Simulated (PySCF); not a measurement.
# OsS₂: relaxation and vibrations of the triplet

The task is one start of a wider search on OsS₂: the triplet, from a end-on start. It is relaxed, tested by its Hessian and followed downhill if it is a saddle.

The runs use PySCF 2.14.0; B3LYP, basis Os def2-SVP with ECP60, S def2-SVP, scalar-relativistic core potentials, no spin–orbit coupling, density fitting.

### Step 1. Starting geometry

3 atoms, charge 0, spin multiplicity 3.

Bond lengths: Os1–S2 2.390 Å, S2–S3 2.047 Å. Angles: Os1–S2–S3 119.9°.

```xyz
3
charge 0 multiplicity 3
Os    0.0000    0.0000    0.0000
S     0.0000    0.0000    2.3896
S     1.7748    0.0000    3.4096
```

### Step 2. The SCF at the typed geometry

The steps below are one call of a driver around PySCF. For each, scf.py gives the equivalent set-up of the SCF; relaxations use the driver's own optimiser. After this first run the driver tries any further starts and a stability analysis.

scf.py

```python
from pyscf import gto, scf, dft
mol = gto.M(atom='''
Os     0.000000     0.000000     0.000000
S      0.000000     0.000000     2.389600
S      1.774800     0.000000     3.409600''',
    basis={'Os': 'def2-SVP', 'S': 'def2-SVP'},
    ecp={'Os': 'def2-SVP'},
    charge=0, spin=2)
mf = dft.UKS(mol, xc='B3LYP')
mf.grids.atom_grid = (50, 194)
aux = {'Os': 'def2-universal-JKFIT', 'S': 'def2-universal-JKFIT'}
mf = mf.density_fit(auxbasis=aux)
mf.conv_tol = 1e-08
mf.diis_space = 10
mf.max_cycle = 60
mf.init_guess = 'minao'
mf.verbose = 4
mf.kernel()
```

Run with:

```sh
> OMP_NUM_THREADS=2 python axn.py task.json out
```

Output:

```text
init E= -874.923445946204
[... the frontier-level lines of each cycle are left out ...]
cycle= 1 E= -883.794289539932  delta_E= -8.87  |g|= 1.87  |ddm|= 5.78
cycle= 2 E= -862.623899348198  delta_E= 21.2  |g|= 4.32  |ddm|=   12
cycle= 3 E= -881.996922538939  delta_E= -19.4  |g|= 2.17  |ddm|= 11.6
cycle= 4 E= -885.603439567197  delta_E= -3.61  |g|= 1.21  |ddm|=  4.3
cycle= 5 E= -885.319575061306  delta_E= 0.284  |g|= 1.25  |ddm|= 1.72
cycle= 6 E= -886.259519320513  delta_E= -0.94  |g|= 0.697  |ddm|= 2.14
cycle= 7 E= -886.75880639959  delta_E= -0.499  |g|= 0.154  |ddm|= 1.44
cycle= 8 E= -886.769820814572  delta_E= -0.011  |g|= 0.13  |ddm|= 0.445
cycle= 9 E= -886.778743600698  delta_E= -0.00892  |g|= 0.085  |ddm|= 0.145
cycle= 10 E= -886.782026401746  delta_E= -0.00328  |g|= 0.0668  |ddm|= 0.0982
cycle= 11 E= -886.784990862746  delta_E= -0.00296  |g|= 0.0379  |ddm|= 0.123
cycle= 12 E= -886.786293137514  delta_E= -0.0013  |g|= 0.0115  |ddm|= 0.0958
cycle= 13 E= -886.786436972702  delta_E= -0.000144  |g|= 0.00332  |ddm|= 0.0311
cycle= 14 E= -886.786468767992  delta_E= -3.18e-05  |g|= 0.00131  |ddm|= 0.0165
cycle= 15 E= -886.786484460154  delta_E= -1.57e-05  |g|= 0.00102  |ddm|= 0.0122
cycle= 16 E= -886.786496926095  delta_E= -1.25e-05  |g|= 0.000735  |ddm|= 0.0123
cycle= 17 E= -886.786509703845  delta_E= -1.28e-05  |g|= 0.000659  |ddm|= 0.0174
cycle= 18 E= -886.786516855957  delta_E= -7.15e-06  |g|= 0.000382  |ddm|= 0.0153
cycle= 19 E= -886.786519657285  delta_E= -2.8e-06  |g|= 0.000242  |ddm|= 0.0106
cycle= 20 E= -886.786520394045  delta_E= -7.37e-07  |g|= 0.000158  |ddm|= 0.00344
cycle= 21 E= -886.786520993757  delta_E= -6e-07  |g|= 0.000128  |ddm|= 0.00447
cycle= 22 E= -886.786521222501  delta_E= -2.29e-07  |g|= 8.8e-05  |ddm|= 0.00249
cycle= 23 E= -886.786521334532  delta_E= -1.12e-07  |g|= 4.89e-05  |ddm|= 0.00242
cycle= 24 E= -886.78652135109  delta_E= -1.66e-08  |g|= 2.56e-05  |ddm|= 0.000756
cycle= 25 E= -886.786521355834  delta_E= -4.74e-09  |g|= 2.11e-05  |ddm|= 0.000353
Extra cycle  E= -886.786521354989  delta_E= 8.44e-10  |g|= 5.39e-05  |ddm|= 0.00014
converged SCF energy = -886.786521354989  <S^2> = 2.8177808  2S+1 = 3.5030163
```

This step, with its further starts and checks, ran for 12 s (2 threads of Arm Neoverse V2, shared host).

The starts that the driver tried:

| start | energy (Eh) |
| --- | --- |
| the minimal-basis guess | -886.786521 |
| a thermally smeared density | -886.786521 |
| a smeared PBE density | -886.786521 |

The test of internal stability and the other starts found no lower solution of this spin.

### Step 3. Relaxing the triplet from the end-on start

The program finds Cs symmetry in the start, which this walk keeps. The walk stops when the largest gradient is under 0.0003 Eh/bohr and the energy has settled too.

Changes to scf.py since step 2:

```diff
@@ -3,3 +3,3 @@
-Os     0.000000     0.000000     0.000000
-S      0.000000     0.000000     2.389600
-S      1.774800     0.000000     3.409600''',
+Os    -0.221738     0.000000    -0.724534
+S     -0.221738     0.000000     1.665066
+S      1.553062     0.000000     2.685066''',
@@ -16 +15,0 @@
-mf.init_guess = 'minao'
```

Steps of the walk:

```
step  energy (Eh)  change (kJ/mol)  largest symmetric gradient (Eh/bohr)
   0  -886.786521             0.00                               0.03920
   1  -886.795400           -23.31                               0.02772
   2  -886.798420           -31.24                               0.02125
   3  -886.799739           -34.70                               0.00524
   4  -886.799855           -35.01                               0.00108
   5  -886.799865           -35.03                               0.00028
   6  -886.799865           -35.03                               0.00012
```

The walk took 13 s.

After 6 steps and 35.0 kJ/mol it ends at Cs: Os–S 2.168 Å, S–S 1.987 Å; Os–S–S 112.2°.

### Step 4. Hessian and properties

The point is checked on the finer grid, and tightened if its gradient asks for it. The Hessian and the dipole derivatives come from central differences of analytic gradients, with steps of 0.02 bohr.

Changes to scf.py since step 3:

```diff
@@ -3,3 +3,3 @@
-Os    -0.221738     0.000000    -0.724534
-S     -0.221738     0.000000     1.665066
-S      1.553062     0.000000     2.685066''',
+Os    -0.184129     0.000000    -0.651619
+S     -0.340138     0.000000     1.510531
+S      1.437733     0.000000     2.395822''',
@@ -10 +10 @@
-mf.grids.atom_grid = (50, 194)
+mf.grids.atom_grid = (75, 302)
@@ -13 +13 @@
-mf.conv_tol = 1e-08
+mf.conv_tol = 1e-10
```

The driver hands on the density of the step before, so the log starts near convergence.

SCF at the final geometry:

```text
init E= -886.799889256781
[... the frontier-level lines of each cycle are left out ...]
cycle= 1 E= -886.799889256723  delta_E= 5.8e-11  |g|= 9.51e-06  |ddm|= 1.76e-05
Extra cycle  E= -886.799889255892  delta_E= 8.32e-10  |g|= 3.61e-05  |ddm|= 6.37e-05
converged SCF energy = -886.799889255892  <S^2> = 2.5447897  2S+1 = 3.3435249
```

The whole step took 41 s.

Geometry: Cs; Os–S 2.168 Å, S–S 1.986 Å; Os–S–S 112.3°.

Harmonic modes (main isotopes):

```tsv
symmetry	ω (cm⁻¹)	IR (km/mol)
a'	122	0.3
a'	377	2.1
a'	575	35.6
```

No imaginary mode, so this is a minimum.

Properties at this point:

```
Dipole moment                                                   : 2.11 D
Highest occupied level                                          : -5.89 eV
Lowest empty level                                              : -3.83 eV
Rotational constants                                            : 0.5303, 0.04407, 0.04069 cm⁻¹
Zero-point energy                                               : 6.4 kJ/mol
Principal polarisabilities                                      : 59.6, 62.3, 141.5 bohr³
Atomisation energy without zero-point energy                    : 578 kJ/mol
Principal traceless quadrupole moments about the centre of mass : -0.85, -0.75, 1.59 D Å
Entropy at 298.15 K and 1 bar (electronic part: spin only)      : 319.2 J/(mol K)
Heat capacity Cp at 298.15 K                                    : 52.2 J/(mol K)
Enthalpy at 298.15 K above 0 K                                  : 13.07 kJ/mol
Rotational symmetry number                                      : 1
Spin squared ⟨S²⟩                                               : 2.545
```

Populations by atom (charges in e):

| atom | Mulliken | Löwdin | polar tensor | spin (Mulliken) | Mayer order to Os1 |
| --- | --- | --- | --- | --- | --- |
| Os1 | 0.05 | -0.29 | 0.09 | 2.77 | – |
| S2 | 0.06 | 0.40 | 0.15 | -0.19 | 1.45 |
| S3 | -0.11 | -0.11 | -0.23 | -0.58 | 0.47 |

Mulliken populations on Os1 (outside its core potential): s 3.30, p 6.13, d 6.51, f 0.01.

### Step 5. What came out

| quantity | value |
| --- | --- |
| minimum | triplet, Cs |
| geometry | Os–S 2.168 Å, S–S 1.986 Å; Os–S–S 112.3° |
| wavenumbers (cm⁻¹) | 122 (a'), 377 (a'), 575 (a') |
| dipole moment | 2.11 D |
| highest occupied, lowest empty level (either spin) | -5.89, -3.83 eV |
| polar-tensor charge of Os1 | +0.09 e |
| zero-point energy | 6.4 kJ/mol |
| entropy at 298.15 K | 319.2 J/(mol K) |
| atomisation energy (no zero-point energy) | 578 kJ/mol |
| ⟨S²⟩ | 2.545 |

What this shows: The molecule stays Cs, as typed, and the end point is a minimum. The determinant is spin-contaminated (⟨S²⟩ = 2.54 against 2.00), so it is no pure spin state. In the infrared the band at 575 cm⁻¹ (a') leads. Most of the spin sits on Os1 (Mulliken spin 2.77, against 2 for the whole molecule). Only this shape and spin were tried, so other structures or states may lie lower. One determinant may miss the lowest occupation of an open d or f shell. Spin–orbit coupling, left out here, can matter for elements this heavy.

The search up to here took 66 s.
